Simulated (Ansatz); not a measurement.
**CH7N3Si: one species, many methods**

An exercise on one series of results from a longer session: the logs are not shown, and one member is left open.

The runs use Ansatz 0.2.0, Gaussian basis; functionals in def2-TZVPP, the program's frozen cores in correlated methods.

The runs, in order: LDA (SPW92), PBE-D4, revPBE-D4, BLYP-D4, r2SCAN-D4, B97M-V, PBE0-D4, B3LYP-D4, r2SCANh-D4, r2SCAN0-D4, HSE06-D4, BHLYP-D4, CAM-B3LYP-D4, LC-ωPBE, ωB97X-V, ωB97M-V, B2PLYP, PBE-QIDH; CCSD(T)/def2-SVP; CCSD(T)/def2-TZVPP; MP2/def2-QZVPP; extrapolation to the limit; RPA on PBE.

### The relaxed structure

An earlier PBE0-D4 in a triple-zeta def2 set relaxation fixed the geometry.

SMILES `NC1(N)N[SiH2]1`, 12 atoms, charge 0, spin multiplicity 1.

Atoms are counted from 1 here; the program's logs count them from 0.

Bond lengths: N1–C2 1.435 Å, N1–H6 1.018 Å, N1–H7 1.013 Å, C2–N3 1.433 Å, C2–N4 1.493 Å, C2–Si5 1.846 Å, N3–H8 1.012 Å, N3–H9 1.018 Å, N4–Si5 1.735 Å, N4–H10 1.013 Å, Si5–H11 1.480 Å, Si5–H12 1.482 Å. Angles: C2–N1–H6 110.0°, C2–N1–H7 109.4°, H6–N1–H7 106.9°, N1–C2–N3 114.3°, N1–C2–N4 112.3°, N1–C2–Si5 115.3°, N3–C2–N4 117.0°, N3–C2–Si5 125.2°, N4–C2–Si5 61.5°, C2–N3–H8 111.1°, C2–N3–H9 109.8°, H8–N3–H9 106.8°, C2–N4–Si5 69.3°, C2–N4–H10 114.6°, Si5–N4–H10 121.6°, C2–Si5–N4 49.2°, C2–Si5–H11 118.6°, C2–Si5–H12 124.4° and more.

The first run:

in.yaml

```yaml
crystal:
  periodic: [false, false, false]
  atoms:
    - {symbol: N, position_ang: [-0.697974, 1.342511, -0.217463]}
    - {symbol: C, position_ang: [0.086901, 0.193849, 0.132474]}
    - {symbol: N, position_ang: [1.188333, 0.476945, 1.004531]}
    - {symbol: N, position_ang: [0.362441, -0.683191, -1.043719]}
    - {symbol: Si, position_ang: [-0.791186, -1.425541, 0.017772]}
    - {symbol: H, position_ang: [-0.139865, 1.989171, -0.771341]}
    - {symbol: H, position_ang: [-0.967562, 1.834462, 0.625742]}
    - {symbol: H, position_ang: [1.613630, -0.376413, 1.344372]}
    - {symbol: H, position_ang: [1.910013, 0.982763, 0.494390]}
    - {symbol: H, position_ang: [0.087626, -0.290465, -1.935677]}
    - {symbol: H, position_ang: [-2.237486, -1.426617, -0.294750]}
    - {symbol: H, position_ang: [-0.337972, -2.672675, 0.677570]}
basis:
  gaussian: {orbitals: def2-TZVPP}
hamiltonian: {xc: lda}
output: {orbitals: {seedname: orbitals}}
```

Steps of the session up to this table: LDA; PBE-D4 (GGA); revPBE-D4 (GGA); BLYP-D4 (GGA); r2SCAN-D4 (meta-GGA); B97M-V (meta-GGA); PBE0-D4 (hybrid); B3LYP-D4 (hybrid); r2SCANh-D4 (hybrid); r2SCAN0-D4 (hybrid); HSE06-D4 (hybrid); BHLYP-D4 (hybrid); CAM-B3LYP-D4 (range-separated); LC-ωPBE (range-separated); ωB97X-V (range-separated); ωB97M-V (range-separated); B2PLYP (double hybrid); PBE-QIDH (double hybrid).

One of the session's tables, all rows but one given; the rest of the session is left out.

It belongs to the step «Orbital energies across the functionals». 

```
  functional  HOMO (eV)  gap (eV)
 LDA (SPW92)      -5.45      4.24
      PBE-D4      -5.33      4.31
   revPBE-D4      -5.28      4.34
     BLYP-D4      -5.22      4.29
   r2SCAN-D4      -5.58      4.87
      B97M-V      -5.72      4.86
     PBE0-D4      -6.61      6.42
    B3LYP-D4      -6.41      5.98
  r2SCANh-D4      -6.06      5.64
  r2SCAN0-D4      -6.76      6.76
    HSE06-D4          ?         ?
    BHLYP-D4      -7.74      8.36
CAM-B3LYP-D4      -7.96      8.71
     LC-ωPBE      -9.27     11.18
     ωB97X-V      -8.94     10.72
     ωB97M-V      -8.84     10.32
```

Estimate the missing values for HSE06-D4.

**Answer.** HOMO (eV): -6.21; gap (eV): 5.65. In the column «HOMO (eV)» it lies between B3LYP-D4 (-6.41) and r2SCANh-D4 (-6.06).
